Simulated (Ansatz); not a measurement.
LuBe:

```xyz
2
Lattice="3.3204 0.0000 0.0000 0.0000 3.3204 0.0000 0.0000 0.0000 3.3204" Properties=species:S:1:pos:R:3 pbc="T T T"
Lu    0.0000    0.0000    0.0000
Be    1.6602    1.6602    1.6602
```

The cell was built by a generator and needn't be a form met in nature.

Base run:

| Item | Value |
| --- | --- |
| Program | Ansatz 0.2.0 |
| Functional | revPBE |
| Potentials or basis | Ansatz PAW |
| Cutoff | 420 eV |
| Density cutoff | 1680 eV |
| k mesh | 8 × 8 × 8 |
| Occupations | fermi-dirac, width 0.05 eV |
| Spin | no spin polarisation |

Its results: band gap on the k mesh none (metal or under the smearing width); pressure 1.8 GPa.

Q: The run is repeated on the same cell with these changes: functional from revPBE to PBEsol. What comes out?

A: Band gap on the k mesh none (metal or under the smearing width); pressure -2.5 GPa.

PBEsol binds more tightly than revPBE, so the same cell stands under less pressure.

Caveats: the PAW data sets come from PBE, with cores solved anew for the run's functional, which leaves a small shift of forces and pressure; the potentials were made for another functional, which shifts forces and pressure (some runs).

Not every run made on this cell is shown here.
